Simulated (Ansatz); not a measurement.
I need a phonon calculation by linear response of AlN, space group F-43m. Use the Python package of Ansatz (0.2.0). Use: PBE, norm-conserving potentials, the default cutoff (1240 eV here), 8×8×8 k-points, fixed occupations.

Contents of `POSCAR`:
```text
AlN
1.0
   0.00000000    2.18399356    2.18399356
   2.18399356    0.00000000    2.18399356
   2.18399356    2.18399356    0.00000000
Al N
1 1
Direct
   0.00000000    0.00000000    0.00000000
   0.75000000    0.75000000    0.75000000
```

Script `dfpt_aln.py`:
```python
'''DFPT phonons of AlN.'''

from pathlib import Path

import ansatz as az
from ase.io import read
import numpy as np


def main() -> None:
    atoms = read('POSCAR', format='vasp')
    structure = az.Crystal.from_ase(atoms)

    base = (
        structure.calculation()
        .functional(az.Functional.PBE)
        .pseudopotentials('nc')
        .occupations(az.OccupationsMethod.FIXED)
        .mixing('broyden', ndim=12, beta=0.6)
        .eigensolver('davidson')
        .scf(tolerance=1e-09, max_iterations=150, algorithm='direct_min')
        .kpoints(8, 8, 8)
        .phonons('dfpt', points=[(0, 0, 0), (0.5, 0, 0.5)])
    )
    outcome = base.run(threads=1, pin='off', runs_dir='runs')
    ph = outcome.phonons

    for q in ph.qpoints:
        thz = np.asarray(q.omega_inv_cm) / 33.35641
        print('q = ({:.2f}, {:.2f}, {:.2f})'.format(*q.q_frac), np.round(thz, 2) + 0.0, 'THz')


if __name__ == '__main__':
    main()
```

Output of `python dfpt_aln.py`:
```text
DeckWarning: basis.ecutwfc = 1240 eV, auto-derived from the records' recommended cutoffs: set by N (normal level)
q = (0.00, 0.00, 0.00) [ 0.   0.   0.  19.8 19.8 19.8] THz
q = (0.50, 0.00, 0.50) [ 9.99  9.99 17.56 20.06 20.06 21.42] THz
```
(Warnings from the package without file and line.)

Reading the output:
- These settings explore the input space; cutoff and mesh may be short of convergence.
- The cell isn't relaxed first, so the values belong to this volume.
- No non-analytic term is added, so at the zone centre the longitudinal optical modes of a polar crystal aren't split off.
- This cell is a computed structure, which may not be the phase found in nature.
- The structure is taken as given; imaginary modes can come from an unrelaxed or unstable start.
- Wall time of the script: 34 s on 1 thread of Arm Neoverse V1, with other jobs on the host, peak memory 0.6 GiB.
